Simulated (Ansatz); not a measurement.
# Mo16Cl: the cost of one run

Program: Ansatz 0.2.0. Level of theory: DFT PBE, scalar-relativistic, plane waves, PAW. These are calculated values, not measurements.

The COD entry's cell or inner coordinates are ideal or old and differ from later refinements, so a difference from it is no clean test against experiment.

4 further runs of the same task are left out: 4 set aside as unsound or not needed.

## (1) Starting point

The structure is tetragonal, space group P4mm (No. 99). Conventional cell: a = 6.321 Å, b = 6.321 Å, c = 20.088 Å, α = 90.00°, β = 90.00°, γ = 90.00°. Mo (site symmetry m) is surrounded by 4 Mo at 2.74 Å. Mo (site symmetry 4mm) is surrounded by 9 Mo at 2.74 to 3.01 Å. Mo (site symmetry 2mm) has 9 Mo at 2.74 to 3.01 Å as nearest neighbours. Mo (site symmetry m) is surrounded by 8 Mo at 2.63 to 2.77 Å. Mo (site symmetry 4mm) has 1 Cl at 2.56 Å and 4 Mo at 2.63 Å as nearest neighbours. Around Mo (site symmetry 2mm) lie 5 Mo at 2.63 to 3.01 Å. Mo (site symmetry 4mm) has 5 Mo at 2.63 to 3.01 Å as nearest neighbours. Only part of the 9 independent sites is listed.

As a file:

```xyz
17
Lattice="6.3209 0.0000 0.0000 0.0000 6.3209 0.0000 0.0000 0.0000 20.0884" Properties=species:S:1:pos:R:3 pbc="T T T"
Mo    1.5802    1.5802    4.0000
Mo    1.5802    4.7407    4.0000
Mo    4.7407    1.5802    4.0000
Mo    4.7407    4.7407    4.0000
Mo    0.0000    0.0000    5.5802
Mo    0.0000    3.1605    5.5802
Mo    3.1605    0.0000    5.5802
Mo    3.1605    3.1605    5.5802
Mo    1.5802    1.5802    7.2112
Mo    1.5802    4.7407    7.2112
Mo    4.7407    1.5802    7.2112
Mo    4.7407    4.7407    7.2112
Mo    0.0000    0.0000    8.5884
Mo    0.0000    3.1605    8.5884
Mo    3.1605    0.0000    8.5884
Mo    3.1605    3.1605    8.5884
Cl    0.0000    0.0000   11.1484
```

This is the geometry of the first run shown, built on a cell relaxed beforehand with the same method.

## (2) What is varied

Atoms count from 1 in the order of the input.

Cl is moved over the surface cell; relaxed at each place: the height of the adsorbate's atoms; substrate rigid; the origin of the map has the adsorbate above Mo13.

First coordinate, position of Cl17 along the first surface vector, from above Mo13: 8 values from 0.000 to 0.875, periodic. Second coordinate, position of Cl17 along the second surface vector, from above Mo13: 8 values from 0.000 to 0.875, periodic.

Relaxed at each point: the height of the adsorbate's atoms; substrate rigid. Points are written as (first, second).

The two vectors of the plane (Å): (3.160, 0.000, 0.000); (0.000, 3.160, 0.000).

## (3) The run at (0/8, 0/8) of the map's two axes

Input file input.yaml:

```yaml
crystal:
  lattice:
    - [6.320935748, 0.0, 0.0]
    - [0.0, 6.320935748, 0.0]
    - [0.0, 0.0, 20.0883894095]
  atoms:
    - { symbol: Mo, position: [0.25, 0.25, 0.1991199951] }
    - { symbol: Mo, position: [0.25, 0.75, 0.1991199951] }
    - { symbol: Mo, position: [0.75, 0.25, 0.1991199951] }
    - { symbol: Mo, position: [0.75, 0.75, 0.1991199951] }
    - { symbol: Mo, position: [0.0, 0.0, 0.2777840384] }
    - { symbol: Mo, position: [0.0, 0.5, 0.2777840384] }
    - { symbol: Mo, position: [0.5, 0.0, 0.2777840384] }
    - { symbol: Mo, position: [0.5, 0.5, 0.2777840384] }
    - { symbol: Mo, position: [0.25, 0.25, 0.3589730486] }
    - { symbol: Mo, position: [0.25, 0.75, 0.3589730486] }
    - { symbol: Mo, position: [0.75, 0.25, 0.3589730486] }
    - { symbol: Mo, position: [0.75, 0.75, 0.3589730486] }
    - { symbol: Mo, position: [0.0, 0.0, 0.4275300142] }
    - { symbol: Mo, position: [0.0, 0.5, 0.4275300142] }
    - { symbol: Mo, position: [0.5, 0.0, 0.4275300142] }
    - { symbol: Mo, position: [0.5, 0.5, 0.4275300142] }
    - { symbol: Cl, position: [0.0, 0.0, 0.554966811] }
basis:
  ecutwfc: 420
kpoints:
  mp_grid: { grid: [4, 4, 1] }
hamiltonian:
  xc: pbe
  pseudopotentials: { kind: paw, azcp: { folder: soft_1 } }
scf:
  occupations: { method: gaussian, width: 0.1 }
output:
  forces: true
  eigenvalues: true
relax:
  adjacent_minimum: "off"
  f_tol: 0.025
  max_steps: 16
  constraints:
    - { sites: [0, 1, 2, 3, 4, 5, 6, 7, 8, 9, 10, 11, 12, 13, 14, 15] }
    - { sites: [16], fix: xy }
efield:
  axis: 3
  dipole_correction: true
  ramp_width: 0.04
```

Run with:

```console
ansatz run input.yaml --threads 4 --pin off --max-ram 12288MiB --backend cpu --events-out ev --progress --plain --runs-dir out
```

What time and memory should one allow on 4 threads of Arm Neoverse N1, shared host?

About 2.2 min, with a peak of 2.1 GiB.
